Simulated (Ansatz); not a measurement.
# HfB2: the cost of one run

Computed with Ansatz 0.2.0 (DFT PBEsol, frozen-core PAW, scalar-relativistic unless said, unless a step's input says otherwise).

## (1) Starting point

Symmetry: P6/mmm, No. 191, hexagonal system. The conventional cell has a = 3.140 Å, b = 3.140 Å, c = 3.480 Å, α = 90.00°, β = 90.00°, γ = 120.00°. Around Hf (site symmetry 6/mmm) lie 12 B at 2.51 Å. B (site symmetry -6m2) has 3 B at 1.81 Å and 6 Hf at 2.51 Å as nearest neighbours.

Structure file:

```xyz
3
Lattice="3.1400 0.0000 0.0000 -1.5700 2.7193 0.0000 0.0000 0.0000 3.4800" Properties=species:S:1:pos:R:3 pbc="T T T"
Hf    0.0000    0.0000    0.0000
B     0.0000    1.8129    1.7400
B     1.5700    0.9064    1.7400
```

Cartesian axes are those of the input's lattice vectors. The structure goes back to a database entry.

## (2) Cell and atoms relaxed, PAW

Contents of input.yaml:

```yaml
crystal:
  lattice:
    - [3.14000000001, 0.0, 0.0]
    - [-1.57, 2.71931976789, 0.0]
    - [0.0, 0.0, 3.48]
  atoms:
    - { symbol: Hf, position: [0.0, 0.0, 0.0] }
    - { symbol: B, position: [0.333333333333, 0.666666666667, 0.5] }
    - { symbol: B, position: [0.666666666667, 0.333333333333, 0.5] }
kpoints:
  mp_grid: { grid: [16, 16, 12] }
scf:
  occupations: { method: fermi_dirac, width: 0.08 }
hamiltonian:
  xc: pbesol
  pseudopotentials: { kind: paw }
relax:
  f_tol: 0.002
  max_steps: 80
  cell: {}
output:
  forces: true
  stress: true
```

Run with:

```sh
ansatz run input.yaml --threads 1 --pin off --max-ram 3072MiB --backend cpu --events-out ev --progress --plain --runs-dir out
```

Q: Estimate wall time and peak memory on 1 thread of Intel Xeon 6975P-C (Granite Rapids), shared host.

About 13 s, with a peak of 0.46 GiB.
